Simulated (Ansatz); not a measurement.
# MnPt2 in Ansatz: the effect of functional

The system is MnPt2.

```
Pt Mn
1.0
     2.83922    0.00000    0.00000
    -1.41961    2.45884    0.00000
     0.00000    0.00000    6.48866
Pt Mn
2 1
Direct
  0.66667 0.33333 0.31621
  0.33333 0.66667 0.68379
  0.00000 0.00000 0.00000
```

The cell comes from a database or a generator and needn't be the stable form of this composition.

The cell isn't the ideal one: volume scaled by 0.98.

Alike in all runs:

| Quantity | Value |
| --- | --- |
| Program | Ansatz 0.2.0 |
| Task | single point |
| Potentials or basis | Ansatz PAW |
| k mesh | 11 × 11 × 4 |
| Occupations | fermi-dirac, width 0.05 eV |
| Spin | collinear spin, ferromagnetic start |
| Starting moments | [0.0, 0.0, 4.0] μB |

| functional | cutoff | pressure (GPa) | moment (μB) | largest force (eV/Å) |
| --- | --- | --- | --- | --- |
| LDA | 420 eV (not typed: the program's choice for these potentials) | -12.8 | 4.16 | 0.05 |
| PBEsol | 420 eV (not typed: the program's choice for these potentials) | -5.9 | 4.41 | 0.06 |
| r2SCAN | 500 eV (not typed: the program's choice for these potentials) | ? | ? | ? |

Problem. What does the run with functional r2SCAN give?

Solution. Pressure 1.8 GPa; moment 4.80 μB; largest force 0.10 eV/Å.

Caveats: the PAW data sets come from PBE, with cores solved anew for the run's functional, which leaves a small shift of forces and pressure; the magnetic or orbital state may not be the lowest (some runs).
